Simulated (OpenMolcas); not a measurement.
# W³⁺ among point charges: CASSCF and CASPT2 levels and susceptibility

Aim: the splitting of the states of W³⁺ in the field of 2 point charges, its lowest levels with spin-orbit coupling and its magnetic susceptibility.

Program: OpenMolcas 26.06. Level of theory: state-averaged CASSCF and CASPT2, spin-orbit coupling by RASSI with atomic mean-field integrals. These are calculated values, not measurements, unless marked.

### 1 What is computed

```
Species                           : W³⁺ (tungsten, Z = 74, 71 electrons)
Basis                             : ANO-RCC-VDZP [7s6p4d2f1g], 68 functions
Scalar Hamiltonian                : DKH2, point nucleus
Inactive shells                   : 1s 2s 2p 3s 3p 3d 4s 4p 4d 4f 5s 5p
Active space                      : 3 electrons in 5 orbitals (5d)
Some configurations of this space : 5d3
Orbitals                          : optimised for each spin and parity, averaged over all roots
```

The outer shells:

5d3
```
5d [↑ ][↑ ][↑ ][  ][  ]
```

The ion sits among 2 point charges of -2.5 e arranged as a linear pair (D∞h), 2.11 Å from the ion.

Each step is its own input file, run in one work folder so that later steps find the files of earlier ones. Labels, J, g values, rates, χT and fits are worked out afterwards by a script from the matrices that RASSI stores. The input lists half of the charges; inversion (Group=XYZ) makes the rest.

### 2 One- and two-electron integrals

File a.inp:

```
&GATEWAY
Coord
1

W 0.0 0.0 0.0
Basis=ANO-RCC-VDZP
Group=XYZ
NoMove
AngMom=0.0 0.0 0.0
AMFI
XField
1 Angstrom 0
0.000000 0.000000 2.110000 -2.500000
&SEWARD
```

Started as:

```bash
$ OMP_NUM_THREADS=1 MOLCAS_MEM=1689 MOLCAS_PROJECT=a pymolcas a.inp > a.log
```

### 3 CASSCF: quartets of even parity, 10 roots

File a.inp:

```
&RASSCF
FileOrb=start.orb
Symmetry=1
Spin=4
nActEl=3 0 0
Inactive=15 19
Ras2=5 0
CIRoot=10 10 1
SDav=10
CIMx=300
Iter=120 100
PrWF=0.3
OrbListing=Nothing
MaxOrb=0
>>> COPY $Project.JobIph JOB001
```

start.orb holds the contracted functions of the basis, ordered by shell, or the orbitals of the step before.

### 4 Reference wave functions, doublets of even parity, 40 roots

File a.inp:

```
&RASSCF
FileOrb=start.orb
Symmetry=1
Spin=2
nActEl=3 0 0
Inactive=15 19
Ras2=5 0
CIRoot=40 40 1
SDav=40
CIMx=300
Iter=120 100
PrWF=0.3
OrbListing=Nothing
MaxOrb=0
>>> COPY $Project.JobIph JOB002
```

### 5 State interaction with spin-orbit coupling

File a.inp:

```
&RASSI
NrOfJobIphs=2 10 40
1 2 3 4 5 6 7 8 9 10
1 2 3 4 5 6 7 8 9 10 11 12 13 14 15 16 17 18 19 20 21 22 23 24 25 26 27
28 29 30 31 32 33 34 35 36 37 38 39 40
IphNames
JOB001
JOB002
EJob
SpinOrbit
DIPRint=1.0
SOCoupling=1000.0
Subsets=2
Property=9
'ANGMOM' 1 'ANGMOM' 2 'ANGMOM' 3 'MLTPL  1' 1 'MLTPL  1' 2 'MLTPL  1' 3
'AMFI' 1 'AMFI' 2 'AMFI' 3
SOProperty=3
'ANGMOM' 1 'ANGMOM' 2 'ANGMOM' 3
```

### 6 CASPT2: IPEA 0.25, imaginary shift 0.1 (closed shells correlated: 4f 5s 5p)

File a.inp:

```
>>> COPY JOB001 $Project.JobIph
&CASPT2
Multistate=10 1 2 3 4 5 6 7 8 9 10
NoMult
Frozen=14 9
IPEA=0.25
Imaginary=0.1
MaxIter=60
WThr=0.0 0.3 0.05
PrWF=0.5
NoMix
>>> COPY JOB002 $Project.JobIph
&CASPT2
Multistate=40 1 2 3 4 5 6 7 8 9 10 11 12 13 14 15 16 17 18 19 20 21 22
23 24 25 26 27 28 29 30 31 32 33 34 35 36 37 38 39 40
NoMult
Frozen=14 9
IPEA=0.25
Imaginary=0.1
MaxIter=60
WThr=0.0 0.3 0.05
PrWF=0.5
NoMix
```

(Steps that only read results are left out.)

What does the calculation give? Wanted: spin-free ground state; first state of the same spin within the active space; lowest level; next level.

**Answer**, as computed:

| quantity | value |
| --- | --- |
| method | SS-CASPT2, IPEA 0.25, imaginary shift 0.1 (closed shells correlated: 4f 5s 5p) |
| spin-free ground state | 4Sigma, 1-fold in its orbital part |
| first state of the same spin within the active space | 4Pi at 9920 cm⁻¹ |
| lowest level | 2-fold, g = 1.91, 2.47, 2.47 |
| next level | 1741.0 cm⁻¹ |
| χT at 300 K | 0.60 cm³ K/mol |
| effective moment at 300 K | 2.19 μB |

Cost by method:

| method | time of its own steps | time with the reference |
| --- | --- | --- |
| A. CASSCF | 11 s | 11 s |
| B. SS-CASPT2, IPEA 0.25, imaginary shift 0.1, +4f 5s 5p | 7.1 s | 18 s |

Times are of one thread on a shared host.

What this shows: The spin-free ground state (4Sigma) comes to 77 % from free-ion F terms and keeps the highest spin of the shell. χT at 300 K is 0.60, against 1.88 cm³ K/mol for the spin alone, so spin-orbit coupling lowers it. The field of point charges can differ much from that of real complexes. This is an electrostatic model: the charges have no orbitals.
